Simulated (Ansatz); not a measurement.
# CH₃ClTe (SMILES ClC[TeH]): functionals against CCSD(T) at one geometry

One table from this session's results is given with a row withheld; the runs are named, their logs left out.

The runs use Ansatz 0.2.0, Gaussian basis; single points in def2-TZVPP.

Cores are frozen in the correlated methods. Filled d shells of the heavier atoms are correlated. Core potentials replace the inner electrons past krypton, and spin-orbit coupling is left out.

## The system as given

SMILES `ClC[TeH]`, 6 atoms, charge 0, spin multiplicity 1.

Atoms are counted from 1 here; the program's logs count them from 0.

Bond lengths: Cl1–C2 1.834 Å, C2–Te3 2.096 Å, C2–H4 0.979 Å, C2–H5 1.072 Å, Te3–H6 1.768 Å. Angles: Cl1–C2–Te3 104.0°, Cl1–C2–H4 111.4°, Cl1–C2–H5 109.1°, Te3–C2–H4 109.3°, Te3–C2–H5 107.1°, H4–C2–H5 115.3°, C2–Te3–H6 95.5°.

As a file:

```
Cl   -1.9614    0.1379   -0.8272
C    -0.1750   -0.1342   -0.5110
Te    0.0930    0.5052    1.4668
H     0.0594   -1.0822   -0.5796
H     0.3954    0.5255   -1.1348
H     1.8024    0.0621    1.5568
```

The first run:

run/in.yaml

```yaml
crystal:
  periodic: [false, false, false]
  atoms:
    - {symbol: Cl, position_ang: [-1.961400, 0.137900, -0.827200]}
    - {symbol: C, position_ang: [-0.175000, -0.134200, -0.511000]}
    - {symbol: Te, position_ang: [0.093000, 0.505200, 1.466800]}
    - {symbol: H, position_ang: [0.059400, -1.082200, -0.579600]}
    - {symbol: H, position_ang: [0.395400, 0.525500, -1.134800]}
    - {symbol: H, position_ang: [1.802400, 0.062100, 1.556800]}
basis:
  gaussian: {orbitals: def2-TZVPP}
correlation: {method: ccsd_t}
output: {forces: true}
```

The command line of these runs was not kept.

Steps of the session up to this table: CCSD(T)/def2-TZVPP; PBE0-D4/def2-TZVPP; wB97M-V/def2-TZVPP; r2SCAN-D4/def2-TZVPP; PBE-D4/def2-TZVPP; revPBE-D4/def2-TZVPP; BLYP-D4/def2-TZVPP.

One table of the session follows, with a row left open; its other results are not shown here.

```
   method  RMS force component (eV/Å)  angle to CCSD(T) forces (°)  dipole (D)
  CCSD(T)                       1.789                    reference        1.58
  PBE0-D4                           ?                            ?           ?
  wB97M-V                       1.780                          1.7        1.59
r2SCAN-D4                       1.771                          2.3        1.64
   PBE-D4                       1.807                          5.6        1.51
revPBE-D4                       1.802                          6.4        1.48
  BLYP-D4                       1.723                          8.9        1.44
```

**Question.** Estimate the row for PBE0-D4.

**Answer.** RMS force component (eV/Å): 1.820; angle to CCSD(T) forces (°): 3.1; dipole (D): 1.62. In the column «RMS force component (eV/Å)» it is the highest.
